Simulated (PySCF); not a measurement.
**The bond of SnBi, level by level**

One job finds the state of SnBi, follows it along the bond with each method and fits the curves.

Computed with PySCF 2.14.0. Level: Sn def2-SVP with ECP28, Bi def2-SVP with ECP60, scalar-relativistic core potentials.

### 1 The job

The job is set up so:

| Quantity | Value |
| --- | --- |
| atoms | Sn, Bi |
| charge | 0 |
| basis | Sn def2-SVP with ECP28, Bi def2-SVP with ECP60 |
| Hamiltonian | scalar-relativistic core potentials |
| basis functions | 52 |
| electrons treated | 45 |
| masses in u | 119.9022, 208.9804 |
| levels | PBE0, PBE, r²SCAN, MN15, r²SCANh, PW91, HF, MP2, SCS-MP2, CCSD, CCSD(T) |
| grid | 80 radial by 434 angular points |
| occupations | held fixed by the projection of orbital angular momentum |
| dissociation limit | Sn + Bi, each in its ground configuration |
| starting distance in angstrom | 2.810 |
| values of 2S to try | 1, 3, 5 |

After this run come: The PBE0 curve of the state that the search chose; Higher solutions at PBE0; PBE (GGA); r²SCAN; MN15 (hybrid meta-GGA); r²SCANh (hybrid meta-GGA); PW91; UHF (mean field); Correlated methods on the Hartree–Fock reference.

Q: Predict the outcome of this session. Wanted: for each run, Re; ωe; De; μ.

As calculated:

Lowest PBE0 solution found, without spin–orbit coupling: ²Π (doublet), unpaired electrons π ↑. State 3 has its PBE0 minimum 0.82 eV higher. State 4 has its PBE0 minimum 1.16 eV higher, as a spin-mixed determinant (⟨S²⟩ = 1.76), so this is no gap between pure states. The other levels ran on the lowest alone.

| level | Re (Å) | ωe (cm⁻¹) | De (eV) | μ (D) |
| --- | --- | --- | --- | --- |
| UHF-CCSD | 2.744 | 188.6 | 1.39 | n/a |
| UHF-CCSD(T) | 2.768 | 177.5 | 1.63 | n/a |
| PBE | 2.745 | 187.9 | 2.49 | -0.57 |
| PW91 | 2.743 | 188.4 | 2.52 | -0.58 |
| r²SCAN | 2.727 | 181.7 | 2.08 | -0.60 |
| r²SCANh | 2.723 | 177.0 | 1.99 | -0.64 |
| PBE0 | 2.709 | 190.1 | 2.10 | -0.71 |
| MN15 | 2.700 | 188.0 | 2.11 | -0.78 |

De is counted to Sn + Bi in their ground configurations. A positive dipole means Sn(−)Bi(+). No constants: UHF (the points don't follow one smooth fit); UHF-MP2 (the points don't follow one smooth fit); UHF-SCS-MP2 (the points don't follow one smooth fit). ⟨S²⟩ is off the pure value of 0.75 by over a tenth at r²SCAN 0.84, r²SCANh 0.89.

Bond lengths run from 2.700 Å (MN15) to 2.768 Å (UHF-CCSD(T)). Among the levels with a De in the table, it runs from 1.39 eV (UHF-CCSD) to 2.52 eV (PW91).

Correlated steps freeze 8 core orbitals. These are scalar-relativistic numbers at best; spin–orbit coupling would shift them, the dissociation energy most. A negative De means that the minimum lies above the separated atoms at that level. T1 is 0.025 near the minimum (highest on the curve 0.066), which may point to more than one leading configuration. With spin–orbit coupling the term label itself may not hold.
